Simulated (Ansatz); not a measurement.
# C: the cost of one run

Program: Ansatz 0.2.0. Level of theory: DFT r2SCAN, scalar-relativistic, plane waves, PAW. These are calculated values, not measurements.

## Step 1: The structure to begin with

The structure is trigonal, space group R-3m (No. 166). The conventional cell has a = 2.456 Å, b = 2.456 Å, c = 10.041 Å, α = 90.00°, β = 90.00°, γ = 120.00°. C (site symmetry 3m) has 3 C at 1.42 Å as nearest neighbours.

As a file:

```
C
1.0
     1.22803    0.70900    3.34701
    -1.22803    0.70900    3.34701
     0.00000   -1.41800    3.34701
C
2
Direct
  0.16400 0.16400 0.16400
  0.83600 0.83600 0.83600
```

The cell is taken as given, not relaxed at this level.

## Step 2: Zero of energy

Reference values: F = -503.3086 eV; pressure 0.18 GPa; largest force 0.913 eV/Å; gap on the mesh 0.79 eV. It was computed beforehand with the settings of the runs below.

## Step 3: Next: a strain scan

The cell is strained by ε times the Voigt pattern (0, 0, 1, 0, 0, 0) (xx, yy, zz, yz, xz, xy; engineering shear), with fractional coordinates fixed (clamped ions). The stress on the pattern is the sum of the stress components weighted by it, tension positive.

## Step 4: At ε = -0.1500

input.yaml reads:

```yaml
crystal:
  lattice:
    - [1.2280263465, 0.7090013417, 2.8449592135]
    - [-1.2280263465, 0.7090013417, 2.8449592135]
    - [0.0, -1.4180026834, 2.8449592135]
  atoms:
    - { symbol: C, position: [0.164, 0.164, 0.164] }
    - { symbol: C, position: [0.836, 0.836, 0.836] }
basis:
  ecutwfc: 500
kpoints:
  mp_grid: { grid: [15, 15, 15] }
hamiltonian:
  xc: r2scan
scf:
  occupations: { method: gaussian, width: 0.05 }
output:
  forces: true
  stress: true
  eigenvalues: true
```

What time and memory should one allow on 1 thread of an Arm CPU, shared host?

About 12 s, with a peak of 0.37 GiB.
